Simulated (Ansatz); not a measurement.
# BZr: the cost of one run

The runs use Ansatz 0.2.0, Gaussian basis; def2-TZVPP, all electrons in the functionals, frozen cores in the correlation of double hybrids and RPA.

Plan: B2PLYP, RPA-PBE, at charge 0, sextet; charge 0, quartet; charge 0, octet; charge 1, quintet; charge 1, septet.

14 further runs of the same task are left out: 7 for a known fault of the program, 2 that didn't finish, 5 set aside as unsound or not needed.

## (1) The geometry

The geometry is a PBE0/def2-TZVP stationary point (not a proven minimum). No spin-orbit coupling is included. Elements past krypton take def2 core potentials.

2 atoms, charge 0, spin multiplicity 6.

Atoms are counted from 1 here; the program's logs count them from 0.

Bond lengths: Zr1–B2 2.147 Å.

Coordinates:

```
Zr    0.0000    0.0000    0.0000
B     0.0000    0.0000    2.1472
```

No dispersion term is added.

The geometry shown and the zero of energy belong to the point charge 0, sextet. The yardstick, UCCSD(T), and other wave-function levels (R restricted, U unrestricted, valence and pair active spaces) come from earlier runs.

## (2) B2PLYP, charge 0, sextet

Contents of in.yaml:

```yaml
crystal:
  periodic: [false, false, false]
  atoms:
    - {symbol: Zr, position_ang: [0.000000, 0.000000, 0.000000]}
    - {symbol: B, position_ang: [0.000000, 0.000000, 2.147200]}
basis:
  gaussian: {orbitals: def2-TZVPP}
magnetization: {spin_polarized: true, initial_magnetization: 5}
hamiltonian: {xc: {name: B2PLYP}}
correlation: {electrons: outside_noble_gas}
```

Run with:

```
ansatz run in.yaml --threads 1 --pin off --events-out ev --progress --plain --max-ram 2560MiB --backend cpu
```

**Question.** How long does this run take on 1 thread of AMD EPYC 7R13, shared host?

About 5.5 s.
